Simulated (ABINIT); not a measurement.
Crystal: Nb2B.

```
Nb B
1.0
     4.40760    0.00000    0.00000
    -2.20380    3.81710    0.00000
     0.00000    0.00000    2.66855
Nb B
2 1
Direct
  0.33333 0.66667 0.50000
  0.66667 0.33333 0.50000
  0.00000 0.00000 0.00000
```

The cell was built by a generator and needn't be a form met in nature.

```yaml
Program: ABINIT 10.8.3 (patched build)
Task: single point
Functional: PBE
Potentials_or_basis: JTH PAW PBE v2.0
Cutoff: 435 eV
k_mesh: 7 × 7 × 10
Occupations: fermi-dirac, width 0.05 eV
Spin: no spin polarisation
```

On this cell: pressure -0.4 GPa; largest force under 0.003 eV/Å; band gap on the k mesh none (metal or under the smearing width).

The same run follows on a disturbed copy (atoms moved at random, drawn with an rms of 0.05 Å):

```
Nb B
1.0
     4.40760    0.00000    0.00000
    -2.20380    3.81710    0.00000
     0.00000    0.00000    2.66855
Nb B
2 1
Direct
  0.33267 0.67493 0.50464
  0.66960 0.32849 0.48747
  0.97299 0.97963 0.99779
```

What does the disturbed cell give?

The energy (extrapolated to zero smearing) moves by +5.3 meV/atom; pressure -0.2 GPa; largest force 0.600 eV/Å; band gap on the k mesh none (metal or under the smearing width).

Forces on the atoms (eV/Å):
```
Nb   0.357 -0.428  0.119
Nb  -0.355  0.467 -0.126
B   -0.002 -0.038  0.007
```

Stress tensor (GPa, compression positive):
```
-3.40  2.76  0.09
 2.76  2.82 -0.13
 0.09 -0.13  0.06
```
